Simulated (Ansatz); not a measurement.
Write a Python script for Ansatz 0.2.0, Python API that makes a check of forces and pressure against finite differences of ZrPt₃ (distorted cell). Settings (first run): r2SCAN, PAW, cutoff 650 eV, 4×4×4 k-points, Fermi-Dirac smearing of 0.05 eV, D4 dispersion.

```cif
data_structure
_symmetry_space_group_name_H-M 'P 1'
_symmetry_Int_Tables_number 1
_cell_length_a 3.9988
_cell_length_b 4.0374
_cell_length_c 4.0022
_cell_angle_alpha 91.075
_cell_angle_beta 90.111
_cell_angle_gamma 90.045
_cell_volume 64.60
loop_
_atom_site_label
_atom_site_type_symbol
_atom_site_fract_x
_atom_site_fract_y
_atom_site_fract_z
_atom_site_occupancy
Zr1 Zr 0.99673 0.98619 0.00709 1
Pt1 Pt 0.02975 0.48980 0.48751 1
Pt2 Pt 0.47976 0.02701 0.51222 1
Pt3 Pt 0.52295 0.44606 0.04371 1
```

`fdcheck.py`
```python
"""Do the forces of ZrPt3 match the slope of the free energy, distorted."""

import ansatz
import numpy as np

VECTORS = np.array([
    [3.99881, -0.00159, -0.00389],
    [-0.00159, 4.03719, -0.0377],
    [-0.00389, -0.0377, 4.00202],
])
SITES = [
    ("Zr", (0.99673, 0.98619, 0.00709)),
    ("Pt", (0.02975, 0.4898, 0.48751)),
    ("Pt", (0.47976, 0.02701, 0.51222)),
    ("Pt", (0.52295, 0.44606, 0.04371)),
]


def crystal_on(cell):
    crystal = ansatz.Crystal(lattice=ansatz.Lattice.of(cell))
    for symbol, position in SITES:
        crystal = crystal.atom(symbol, position)
    return crystal

def solve(crystal):
    return (
        crystal.calculation()
        .functional("r2SCAN", dispersion="d4")
        .occupations("fermi_dirac", width=0.05)
        .basis(650, xc_grid=2)
        .kpoints(4, 4, 4)
        .scf(tolerance=1e-09)
        .forces()
        .stress()
        .run(threads=1)
    ).report


centre = solve(crystal_on(VECTORS))
start = crystal_on(VECTORS)
# central difference: F = -(E(+h) - E(-h)) / 2h
print(f"force on atom 3 along z: analytic {centre['forces_ev_ang'][3][2]:.4f} eV/A")
for h in (0.004, 0.016):
    shift = np.eye(3)[2] * h @ np.linalg.inv(VECTORS)
    plus, minus = (solve(start.move(3, to=np.array(SITES[3][1]) + sign * shift))["lagrangian_ev"] for sign in (1, -1))
    print(f"  step {h} A: numerical {-(plus - minus) / (2 * h):.4f} eV/A")
# P = -dF/dV; the difference feels the change of the plane-wave count with the cell
volume = abs(np.linalg.det(VECTORS))
larger, smaller = (solve(crystal_on(VECTORS * (1 + sign * 0.005) ** (1 / 3)))["lagrangian_ev"] for sign in (1, -1))
numerical = -(larger - smaller) / (0.01 * volume) * 160.21766
print(f"pressure: analytic {np.trace(centre['stress_gpa']) / 3:.3f}, numerical {numerical:.3f} GPa")
```

```console
$ python fdcheck.py
DeckWarning: output.stress: scf.convergence.dr2_threshold = 1e-9 eV is looser than the 4e-10 eV advised for a printed stress (1e-10 eV for each atom of the cell: 4). What an SCF threshold leaves in a stress goes as its square root, and in the free energy as [...]
force on atom 3 along z: analytic -2.2873 eV/A
  step 0.004 A: numerical -2.2874 eV/A
  step 0.016 A: numerical -2.2880 eV/A
pressure: analytic 8.477, numerical 8.485 GPa
```
(Warnings from the package without file and line, shortened.)

Notes:
- Spin is left out of this run.
- Dispersion corrections can be off by several per cent in the lattices of metals, and by several GPa in the pressure at a fixed cell.
- For a metal this k-point mesh is coarse: on a finer one energies can move by several to tens of meV an atom and pressures by half a GPa or more, differences at one mesh by less.
- Pressure is positive in compression.
- Spin-orbit coupling, which matters for elements this heavy, is left out.
- The cell is a database structure, distorted on purpose.
- The central difference errs as the square of the step, so the shorter step is the fairer test; what remains comes from the finite grid and the SCF threshold.
- Run time: 3.9 min on 1 thread of Arm Neoverse V1, with other jobs on the host, peak memory 0.51 GiB.
